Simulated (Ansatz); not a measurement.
**InH₂− (singlet): from Hartree-Fock to the top rungs at distance In1–H3 = 4.171 Å, def2-SVPD**

The task here is to estimate one member of a computed series from the others.

Computed with Ansatz 0.2.0, Gaussian basis. Level: def2-SVPD, core rule «outside noble gas», up to 9 orbitals frozen.

The runs, in order: UHF; CCSD(T) on RHF; CCSD(T) on UHF; BCCD(T) on RHF; CISD; CCSDT(Q) on RHF; CCSDT(Q) on UHF; CCSDTQ on RHF; CCSDTQ on UHF; CASSCF and MRCISD+Q, 2 electrons in 2 orbitals; CASSCF and NEVPT2, 2 electrons in 2 orbitals; CASSCF and MRCISD+Q, 6 electrons in 6 orbitals; CASSCF and NEVPT2, 6 electrons in 6 orbitals; Full CI.

**What is computed**

The geometry derives from a PBE0/def2-TZVPD stationary point (not a proven minimum). One bond is set to the value named and the two fragments are kept rigid. No spin-orbit coupling is included. Elements past krypton take def2 core potentials.

3 atoms, charge -1, spin multiplicity 1.

Atoms are counted from 1 here; the program's logs count them from 0.

Bond lengths: In1–H2 1.886 Å.

The first run:

Input file in.yaml:

```yaml
crystal:
  periodic: [false, false, false]
  atoms:
    - {symbol: In, position_ang: [0.000000, -0.036069, -0.014263]}
    - {symbol: H, position_ang: [0.000000, 1.265851, -1.379059]}
    - {symbol: H, position_ang: [0.000000, 2.842926, 3.003787]}
basis:
  gaussian: {orbitals: def2-SVPD}
total_charge: -1
magnetization: {spin_polarized: true, initial_magnetization: 0}
hamiltonian: {xc: hf}
output: {orbitals: {seedname: orbitals}}
```

Launch:

```console
$ ansatz run in.yaml --threads 1 --pin off --events-out ev --progress --plain --max-ram 4096MiB --backend cpu
```

Steps of the session up to this table: UHF; CCSD(T) on RHF; CCSD(T) on UHF; BCCD(T) on RHF; CISD; CCSDT(Q) on RHF; CCSDT(Q) on UHF; CCSDTQ on RHF; CCSDTQ on UHF; CASSCF and MRCISD+Q, 2 electrons in 2 orbitals; CASSCF and NEVPT2, 2 electrons in 2 orbitals; CASSCF and MRCISD+Q, 6 electrons in 6 orbitals; CASSCF and NEVPT2, 6 electrons in 6 orbitals; Full CI.

One of the session's tables, all rows but one given; the rest of the session is left out.

```
          method  from FCI (kJ/mol)
             RHF             +286.3
             UHF             +262.4
            RMP2              +89.8
           RCCSD               +9.0
        RCCSD(T)               +2.4
         BCCD(T)               +2.7
          RCCSDT               +0.4
       RCCSDT(Q)                0.0
         RCCSDTQ                0.0
     CASSCF pair             +220.8
     NEVPT2 pair              +70.2
     MRCISD pair              +14.7
   MRCISD+Q pair               -3.4
  CASSCF valence             +143.7
  NEVPT2 valence                  ?
  MRCISD valence               +8.0
MRCISD+Q valence               +0.6
             FCI                  0
```

**Question.** Estimate the row for NEVPT2 valence.

As computed: from FCI (kJ/mol): +56.7. In the column «from FCI (kJ/mol)» it lies between MRCISD pair (+14.7) and NEVPT2 pair (+70.2).

Limits of these values: The determinant of HF (⟨S²⟩ 0.82) is far from a pure spin state, so its energy mixes those of several spin states; that is harmless only where they are near-degenerate. MRCISD+Q pair falls below full CI: the +Q correction isn't variational, and the cores differ from full CI's.
